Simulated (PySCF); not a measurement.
# C2H8Si3: electronic excitations at several levels of theory

How much do the electronic excitations of C2H8Si3 (`C#C[SiH2][SiH2][SiH3]`) depend on the level of theory, and what does each level cost?

Programs: PySCF 2.14.0, with density-fitted response routines of our own. Each step states its level of theory. These are calculated values for one molecule in the gas phase, unless marked as measured. Atoms count from 0, in the outputs and in this text.

## Step 1: Starting geometry

13 atoms, charge 0, multiplicity 1; geometry from: PBE0-D3(BJ)/def2-SVP.

Bonds of the start (Å): C0–C1 1.22, C1–Si2 1.84, Si2–Si3 2.35, Si3–Si4 2.34, C0–H5 1.08, Si2–H6 1.49, Si2–H7 1.49, Si3–H8 1.50, Si3–H9 1.50, Si4–H10 1.49, Si4–H11 1.50, Si4–H12 1.50.

## Step 2: Excited states and response: PBE0/def2-SVP

The job: settings as JSON, then the geometry in Å.

```
{"job": {"kind": "uv", "xc": "PBE0", "basis": "def2-SVP"}, "charge": 0, "multiplicity": 1}
C      2.412605     1.574260    -0.554265
C      2.017571     0.525488    -0.078754
Si     1.329882    -1.013596     0.647094
Si    -0.868984    -0.529020     1.303001
Si    -2.015987     0.300334    -0.566183
H      2.769257     2.497518    -0.975641
H      2.187247    -1.453138     1.788422
H      1.326084    -2.084994    -0.394902
H     -1.534627    -1.765801     1.823063
H     -0.845712     0.499128     2.390528
H     -1.333211     1.534419    -1.059229
H     -2.002724    -0.729349    -1.650925
H     -3.435673     0.627792    -0.229578
```

Level: TDDFT PBE0/def2-SVP, vertical, gas phase, core orbitals frozen in the response.

On the command line:

```console
> OMP_NUM_THREADS=1 python probes_run.py task.json out
```

One launch serves the whole session: the jobs run in the order shown.

Log:

```text
coarse grid: 12008 points
cycle   1  E = -948.4779591868  dE = -3.545e-02  |g| = 3.060e-01  |ddm| = 3.450e+00
cycle   2  E = -948.4767071184  dE =  1.252e-03  |g| = 3.065e-01  |ddm| = 7.255e-01
cycle   3  E = -948.5018512016  dE = -2.514e-02  |g| = 1.021e-01  |ddm| = 3.751e-01
cycle   4  E = -948.5041724855  dE = -2.321e-03  |g| = 3.765e-02  |ddm| = 1.009e-01
cycle   5  E = -948.5045768121  dE = -4.043e-04  |g| = 4.216e-03  |ddm| = 3.857e-02
cycle   6  E = -948.5045836143  dE = -6.802e-06  |g| = 8.866e-04  |ddm| = 7.725e-03
final grid: 101176 points
cycle   7  E = -948.6247187167  dE = -9.460e-06  |g| = 2.872e-03  |ddm| = 2.011e-02
cycle   8  E = -948.6247186542  dE =  6.252e-08  |g| = 2.928e-03  |ddm| = 7.367e-03
cycle   9  E = -948.6247215707  dE = -2.916e-06  |g| = 1.010e-04  |ddm| = 3.722e-03
cycle  10  E = -948.6247215733  dE = -2.642e-09  |g| = 5.657e-05  |ddm| = 2.143e-04
cycle  11  E = -948.6247215738  dE = -5.216e-10  |g| = 3.865e-05  |ddm| = 7.863e-05
cycle  12  E = -948.6247215742  dE = -3.922e-10  |g| = 8.184e-06  |ddm| = 3.931e-05
converged SCF energy = -948.6247215742

Static polarisability (au): isotropic 100.319, principal 80.849 106.264 113.844

Singlet excitations
state   eV       nm        f      main configurations
  1   5.8529    211.8   0.00684   H->L 0.59, H-1->L+1 0.13
  2   6.1241    202.5   0.02776   H->L+1 0.54, H-1->L 0.28
  3   6.1827    200.5   0.00491   H-1->L+1 0.71, H->L 0.12
  4   6.7362    184.1   0.01575   H->L+2 0.33, H-2->L+1 0.18, H->L+1 0.18
  5   6.8415    181.2   0.17635   H->L+2 0.29, H->L 0.22, H-2->L 0.17
  6   6.9771    177.7   0.02097   H-2->L 0.41, H->L+2 0.18, H-2->L+1 0.15
  7   7.2007    172.2   0.01474   H->L+3 0.62, H-2->L+1 0.16, H-2->L 0.11
  8   7.2418    171.2   0.01813   H-1->L+2 0.56, H-1->L 0.22, H-2->L+1 0.14
  9   7.4028    167.5   0.10516   H-2->L+2 0.40, H-3->L 0.21, H->L+4 0.10
 10   7.5170    164.9   0.14189   H-3->L 0.20, H-1->L+2 0.17, H-1->L+3 0.13

Triplet excitations (Tamm-Dancoff, eV): 4.7509 5.2159 5.2331 5.7537
```

Run time: 12 s. Hardware: 1 thread of Intel Xeon Platinum 8488C, shared host; peak memory 0.61 GiB.

The orbitals next to the gap, with their largest atomic shares:

| orbital | eV | atoms |
| --- | --- | --- |
| HOMO−3 | -9.14 | C1 20 %, Si3 19 %, Si2 18 % |
| HOMO−2 | -8.44 | Si3 28 %, Si4 27 %, C1 15 % |
| HOMO−1 | -8.23 | C0 42 %, C1 39 %, H7 5 % |
| HOMO | -7.74 | Si3 25 %, C0 24 %, Si2 18 % |
| LUMO | -0.34 | Si2 26 %, C0 19 %, Si4 13 % |
| LUMO+1 | -0.23 | C0 27 %, C1 19 %, Si3 18 % |
| LUMO+2 | 0.23 | Si2 32 %, Si3 26 %, Si4 10 % |

With each of the 10 states as a Gaussian band of 0.4 eV half-width at 1/e, the curve within the window shown has maxima at 169 nm (ε 12,000) L/(mol cm). Beyond the last state computed it falls off for lack of states. The curve at chosen wavelengths:

nm, ε (L/mol/cm) and a bar:
```
      159       4909 ############
      162       8173 ####################
      165      10805 ###########################
      168      11969 ##############################
      171      11909 ##############################
      174      11449 #############################
      177      11044 ############################
      181      10221 ##########################
      184       8963 ######################
      187       7222 ##################
      190       5400 #############
      193       3891 ##########
      196       2864 #######
      199       2263 ######
      202       1923 #####
      205       1686 ####
      208       1458 ####
      211       1213 ###
      214        959 ##
      218        647 ##
      221        456 #
      224        307 #
      227        198 
      230        123 
      233         74 
      236         43
```

Ground-state properties from the same run:

| property | computed |
| --- | --- |
| dipole moment (D) | 0.45 |
| polarisability (Å³) | 14.87 |
| HOMO–LUMO gap (eV) | 7.40 |
| −ε(HOMO) (eV) | 7.74 |

## Step 3: Ultraviolet spectrum: PBE0/def2-TZVP

The job, as its differences from that of step 2:

```diff
@@ -1,2 +1,2 @@
-{"job": {"kind": "uv", "xc": "PBE0", "basis": "def2-SVP"}, "charge": 0, "multiplicity": 1}
+{"job": {"kind": "uv", "xc": "PBE0", "basis": "def2-TZVP"}, "charge": 0, "multiplicity": 1}
 C      2.412605     1.574260    -0.554265
```

Level: TDDFT PBE0/def2-TZVP, vertical, gas phase, core orbitals frozen in the response.

Log:

```text
coarse grid: 12008 points
cycle   1  E = -948.9870098613  dE = -2.143e-02  |g| = 3.616e-01  |ddm| = 2.831e+00
cycle   2  E = -948.9802512603  dE =  6.759e-03  |g| = 3.749e-01  |ddm| = 5.564e-01
cycle   3  E = -949.0156122594  dE = -3.536e-02  |g| = 1.111e-01  |ddm| = 3.193e-01
cycle   4  E = -949.0179787465  dE = -2.366e-03  |g| = 5.216e-02  |ddm| = 8.230e-02
cycle   5  E = -949.0186995626  dE = -7.208e-04  |g| = 6.437e-03  |ddm| = 3.324e-02
cycle   6  E = -949.0187118482  dE = -1.229e-05  |g| = 1.425e-03  |ddm| = 8.310e-03
cycle   7  E = -949.0187125842  dE = -7.360e-07  |g| = 1.541e-04  |ddm| = 1.772e-03
final grid: 101176 points
cycle   8  E = -949.0139589581  dE = -1.929e-05  |g| = 3.361e-03  |ddm| = 5.155e-02
cycle   9  E = -949.0139584870  dE =  4.711e-07  |g| = 3.474e-03  |ddm| = 5.967e-03
cycle  10  E = -949.0139618261  dE = -3.339e-06  |g| = 6.767e-04  |ddm| = 2.841e-03
cycle  11  E = -949.0139619082  dE = -8.208e-08  |g| = 4.054e-04  |ddm| = 5.648e-04
cycle  12  E = -949.0139619495  dE = -4.135e-08  |g| = 3.911e-05  |ddm| = 2.331e-04
cycle  13  E = -949.0139619500  dE = -4.950e-10  |g| = 1.110e-05  |ddm| = 5.245e-05
converged SCF energy = -949.0139619500

Static polarisability (au): isotropic 109.028, principal 88.261 116.087 122.736

Singlet excitations
state   eV       nm        f      main configurations
  1   5.7422    215.9   0.00767   H->L 0.59, H-1->L+1 0.10, H->L+2 0.08
  2   5.9903    207.0   0.03093   H->L+1 0.57, H-1->L 0.24
  3   6.0699    204.3   0.00392   H-1->L+1 0.74, H->L 0.09
  4   6.5143    190.3   0.05343   H->L+2 0.59, H-2->L+1 0.08
  5   6.5880    188.2   0.13312   H->L+3 0.24, H->L 0.18, H-2->L 0.14
  6   6.7451    183.8   0.01862   H-2->L 0.34, H-1->L 0.17, H-2->L+1 0.16
  7   6.8976    179.7   0.03153   H->L+3 0.51, H-2->L 0.18, H-2->L+1 0.12
  8   7.0206    176.6   0.02697   H->L+4 0.56, H-1->L+2 0.15, H->L+3 0.08
  9   7.0444    176.0   0.01724   H-1->L+2 0.46, H-1->L 0.22, H->L+4 0.11
 10   7.1874    172.5   0.10012   H-2->L+2 0.45, H->L+4 0.14, H-2->L 0.09

Triplet excitations (Tamm-Dancoff, eV): 4.7110 5.1254 5.1515 5.5435
```

Wall time 31 s (1 thread of Intel Xeon Platinum 8488C, shared host); peak memory 0.89 GiB.

This run: HOMO -7.72 eV, LUMO -0.48 eV; lowest singlet 5.74 eV.

## Step 4: Excited states and response: PBE0/aug-cc-pVDZ

The job, as its differences from that of step 3:

```diff
@@ -1,2 +1,2 @@
-{"job": {"kind": "uv", "xc": "PBE0", "basis": "def2-TZVP"}, "charge": 0, "multiplicity": 1}
+{"job": {"kind": "uv", "xc": "PBE0", "basis": "aug-cc-pVDZ"}, "charge": 0, "multiplicity": 1}
 C      2.412605     1.574260    -0.554265
```

Level: TDDFT PBE0/aug-cc-pVDZ, vertical, gas phase, core orbitals frozen in the response.

Log:

```text
coarse grid: 12008 points
cycle   1  E = -948.9153462487  dE =  3.739e-02  |g| = 3.028e-01  |ddm| = 1.249e+01
cycle   2  E = -948.9100646670  dE =  5.282e-03  |g| = 3.272e-01  |ddm| = 2.224e+00
cycle   3  E = -948.9401586381  dE = -3.009e-02  |g| = 9.652e-02  |ddm| = 9.903e-01
cycle   4  E = -948.9421729657  dE = -2.014e-03  |g| = 3.926e-02  |ddm| = 2.430e-01
cycle   5  E = -948.9426062462  dE = -4.333e-04  |g| = 4.533e-03  |ddm| = 1.296e-01
cycle   6  E = -948.9426142824  dE = -8.036e-06  |g| = 9.665e-04  |ddm| = 1.887e-02
final grid: 101176 points
cycle   7  E = -948.9615623818  dE = -1.009e-05  |g| = 3.472e-03  |ddm| = 1.488e-01
cycle   8  E = -948.9615617183  dE =  6.635e-07  |g| = 3.765e-03  |ddm| = 3.300e-02
cycle   9  E = -948.9615665136  dE = -4.795e-06  |g| = 4.090e-04  |ddm| = 1.481e-02
cycle  10  E = -948.9615665381  dE = -2.455e-08  |g| = 2.616e-04  |ddm| = 1.235e-03
cycle  11  E = -948.9615665563  dE = -1.819e-08  |g| = 3.327e-05  |ddm| = 6.258e-04
cycle  12  E = -948.9615665567  dE = -4.070e-10  |g| = 6.190e-06  |ddm| = 1.735e-04
converged SCF energy = -948.9615665567

Static polarisability (au): isotropic 114.848, principal 94.349 121.594 128.601

Singlet excitations
state   eV       nm        f      main configurations
  1   5.7594    215.3   0.00624   H->L 0.57, H->L+2 0.12, H-1->L+1 0.09
  2   6.0102    206.3   0.03579   H->L+1 0.54, H-1->L 0.23
  3   6.0862    203.7   0.00348   H-1->L+1 0.72, H->L 0.09
  4   6.4972    190.8   0.11349   H->L+2 0.70, H->L 0.19
  5   6.6193    187.3   0.01445   H->L+4 0.43, H-2->L+1 0.14, H->L+5 0.10
  6   6.6784    185.6   0.06009   H->L+3 0.31, H->L+1 0.25, H-2->L+1 0.18
  7   6.7587    183.4   0.02265   H->L+3 0.40, H-2->L 0.31, H-1->L 0.09
  8   6.8314    181.5   0.03114   H->L+4 0.28, H-2->L 0.21, H->L+3 0.16
  9   6.9622    178.1   0.00802   H-1->L+2 0.59, H-1->L 0.23
 10   7.0024    177.1   0.01102   H->L+5 0.70, H->L+6 0.09

Triplet excitations (Tamm-Dancoff, eV): 4.7377 5.1705 5.1911 5.6551
```

Wall time 28 s (1 thread of Intel Xeon Platinum 8488C, shared host); peak memory 0.86 GiB.

This run: HOMO -7.71 eV, LUMO -0.46 eV; lowest singlet 5.76 eV.

## Step 5: TDDFT and polarisability: PBE0/def2-TZVPD

The job, as its differences from that of step 4:

```diff
@@ -1,2 +1,2 @@
-{"job": {"kind": "uv", "xc": "PBE0", "basis": "aug-cc-pVDZ"}, "charge": 0, "multiplicity": 1}
+{"job": {"kind": "uv", "xc": "PBE0", "basis": "def2-TZVPD"}, "charge": 0, "multiplicity": 1}
 C      2.412605     1.574260    -0.554265
```

Level: TDDFT PBE0/def2-TZVPD, vertical, gas phase, core orbitals frozen in the response.

Log:

```text
coarse grid: 12008 points
cycle   1  E = -948.9876968057  dE = -2.074e-02  |g| = 3.621e-01  |ddm| = 4.129e+00
cycle   2  E = -948.9804059770  dE =  7.291e-03  |g| = 3.772e-01  |ddm| = 1.148e+00
cycle   3  E = -949.0163134587  dE = -3.591e-02  |g| = 1.112e-01  |ddm| = 6.035e-01
cycle   4  E = -949.0186713566  dE = -2.358e-03  |g| = 5.276e-02  |ddm| = 1.376e-01
cycle   5  E = -949.0194079015  dE = -7.365e-04  |g| = 6.546e-03  |ddm| = 5.261e-02
cycle   6  E = -949.0194204671  dE = -1.257e-05  |g| = 1.444e-03  |ddm| = 2.326e-02
cycle   7  E = -949.0194212240  dE = -7.570e-07  |g| = 1.593e-04  |ddm| = 5.181e-03
final grid: 101176 points
cycle   8  E = -949.0146692878  dE = -2.050e-05  |g| = 3.365e-03  |ddm| = 3.015e-01
cycle   9  E = -949.0146687882  dE =  4.996e-07  |g| = 3.496e-03  |ddm| = 1.478e-02
cycle  10  E = -949.0146721692  dE = -3.381e-06  |g| = 6.812e-04  |ddm| = 5.829e-03
cycle  11  E = -949.0146722515  dE = -8.231e-08  |g| = 4.117e-04  |ddm| = 1.165e-03
cycle  12  E = -949.0146722942  dE = -4.267e-08  |g| = 4.010e-05  |ddm| = 5.225e-04
cycle  13  E = -949.0146722947  dE = -5.168e-10  |g| = 1.145e-05  |ddm| = 1.372e-04
converged SCF energy = -949.0146722947

Static polarisability (au): isotropic 114.393, principal 93.817 121.181 128.179

Singlet excitations
state   eV       nm        f      main configurations
  1   5.7068    217.3   0.00765   H->L 0.59, H->L+2 0.10, H-1->L+1 0.08
  2   5.9518    208.3   0.03136   H->L+1 0.58, H-1->L 0.23
  3   6.0403    205.3   0.00362   H-1->L+1 0.75, H->L 0.08
  4   6.4382    192.6   0.09533   H->L+2 0.70, H->L 0.12
  5   6.5076    190.5   0.06178   H->L+3 0.28, H-2->L+1 0.14, H->L+4 0.13
  6   6.6629    186.1   0.02159   H-2->L 0.26, H-1->L 0.20, H-2->L+1 0.16
  7   6.7354    184.1   0.05062   H->L+4 0.56, H-2->L 0.24
  8   6.8175    181.9   0.01798   H->L+3 0.53, H->L+4 0.20
  9   6.9412    178.6   0.01007   H-1->L+2 0.60, H-1->L 0.25
 10   7.0096    176.9   0.00996   H->L+5 0.82

Triplet excitations (Tamm-Dancoff, eV): 4.7002 5.1054 5.1344 5.5106
```

Run time: 41 s. Hardware: 1 thread of Intel Xeon Platinum 8488C, shared host; peak memory 1 GiB.

Key values: HOMO -7.73 eV, LUMO -0.55 eV; lowest singlet 5.71 eV.

## Step 6: Ultraviolet spectrum: PBE0/6-31+G*

The job, as its differences from that of step 5:

```diff
@@ -1,2 +1,2 @@
-{"job": {"kind": "uv", "xc": "PBE0", "basis": "def2-TZVPD"}, "charge": 0, "multiplicity": 1}
+{"job": {"kind": "uv", "xc": "PBE0", "basis": "6-31+G*"}, "charge": 0, "multiplicity": 1}
 C      2.412605     1.574260    -0.554265
```

Method: TDDFT PBE0/6-31+G*, vertical, gas phase, core orbitals frozen in the response.

Log:

```text
coarse grid: 12008 points
cycle   1  E = -948.9403126921  dE =  5.874e-03  |g| = 3.144e-01  |ddm| = 4.411e+00
cycle   2  E = -948.9358111617  dE =  4.502e-03  |g| = 3.332e-01  |ddm| = 1.913e+00
cycle   3  E = -948.9666525874  dE = -3.084e-02  |g| = 9.843e-02  |ddm| = 1.016e+00
cycle   4  E = -948.9687758666  dE = -2.123e-03  |g| = 3.824e-02  |ddm| = 1.623e-01
cycle   5  E = -948.9691905910  dE = -4.147e-04  |g| = 4.009e-03  |ddm| = 5.518e-02
cycle   6  E = -948.9691965600  dE = -5.969e-06  |g| = 8.068e-04  |ddm| = 1.947e-02
final grid: 101176 points
cycle   7  E = -948.9054437385  dE = -9.963e-06  |g| = 3.410e-03  |ddm| = 7.756e-02
cycle   8  E = -948.9054433758  dE =  3.627e-07  |g| = 3.621e-03  |ddm| = 1.688e-02
cycle   9  E = -948.9054477327  dE = -4.357e-06  |g| = 1.303e-04  |ddm| = 8.058e-03
cycle  10  E = -948.9054477315  dE =  1.144e-09  |g| = 1.490e-04  |ddm| = 4.208e-04
cycle  11  E = -948.9054477370  dE = -5.454e-09  |g| = 3.273e-05  |ddm| = 2.682e-04
cycle  12  E = -948.9054477373  dE = -3.206e-10  |g| = 6.611e-06  |ddm| = 1.066e-04
converged SCF energy = -948.9054477373

Static polarisability (au): isotropic 103.748, principal 84.344 109.886 117.014

Singlet excitations
state   eV       nm        f      main configurations
  1   5.8190    213.1   0.00497   H->L+1 0.42, H->L+2 0.14, H->L 0.10
  2   6.0607    204.6   0.03928   H->L 0.44, H-1->L+1 0.21, H->L+1 0.11
  3   6.1218    202.5   0.00351   H-1->L 0.63, H-1->L+1 0.11, H->L+1 0.09
  4   6.5472    189.4   0.10492   H->L+2 0.72, H->L+1 0.17
  5   6.7435    183.9   0.07429   H-2->L 0.37, H->L 0.20, H->L+4 0.15
  6   6.8078    182.1   0.02213   H->L+4 0.47, H->L+3 0.21, H->L+1 0.08
  7   6.8784    180.3   0.03177   H->L+3 0.55, H-2->L+1 0.26
  8   6.9870    177.4   0.01649   H-1->L+2 0.42, H-1->L+1 0.17, H->L+4 0.10
  9   6.9959    177.2   0.03038   H-2->L+1 0.27, H-1->L+2 0.22, H->L+4 0.17
 10   7.2404    171.2   0.12222   H-2->L+2 0.49, H->L+5 0.22, H-2->L+1 0.11

Triplet excitations (Tamm-Dancoff, eV): 4.7413 5.2064 5.2170 5.7719
```

Run time: 12 s. Hardware: 1 thread of Intel Xeon Platinum 8488C, shared host; peak memory 0.64 GiB.

In short: HOMO -7.73 eV, LUMO -0.36 eV; lowest singlet 5.82 eV.

## Step 7: Comparing the runs: electronic excitations

Excitations and ground-state properties, with basis size and wall time:

| run | lowest singlet (eV) | brightest (eV) | f | gap (eV) | α (Å³) | μ (D) | functions | time |
| --- | --- | --- | --- | --- | --- | --- | --- | --- |
| PBE0/def2-SVP | 5.85 | 6.84 | 0.176 | 7.40 | 14.87 | 0.45 | 122 | 12 s |
| PBE0/def2-TZVP | 5.74 | 6.59 | 0.133 | 7.24 | 16.16 | 0.40 | 221 | 31 s |
| PBE0/aug-cc-pVDZ | 5.76 | 6.50 | 0.113 | 7.26 | 17.02 | 0.34 | 199 | 28 s |
| PBE0/def2-TZVPD | 5.71 | 6.44 | 0.095 | 7.18 | 16.95 | 0.39 | 275 | 41 s |
| PBE0/6-31+G* | 5.82 | 7.24 | 0.122 | 7.36 | 15.37 | 0.40 | 118 | 12 s |

## Step 8: Summary of results

| quantity | value |
| --- | --- |
| lowest singlet (PBE0/def2-SVP) | 5.85 eV (212 nm), f = 0.007 |
| brightest single state of those computed | state 5, 6.84 eV, f = 0.176 |
| lowest triplet | 4.75 eV |
| range of the lowest singlet | 5.71 to 5.85 eV |

**Reading.** Single values in the summary come from the first sound run of each kind (PBE0/def2-SVP), which need not be the best level. The lowest singlet, at 5.85 eV, is HOMO→LUMO 0.59, HOMO−1→LUMO+1 0.13 and is weak; of the 10 states computed, the strongest absorption comes from state 5 at 6.84 eV (the last state computed absorbs too, and its partners may lie past the list). The lowest triplet lies 1.10 eV below the lowest singlet (triplets in Tamm-Dancoff, singlets in full TDDFT). The basis of PBE0/def2-SVP has no diffuse functions, so Rydberg states are missing and the high states are unreliable. The lowest singlet runs from 5.71 eV (PBE0/def2-TZVPD) to 5.85 eV (PBE0/def2-SVP), while the orbital gap spans 7.18 to 7.40 eV. The lowest state need not be the same one in every run.
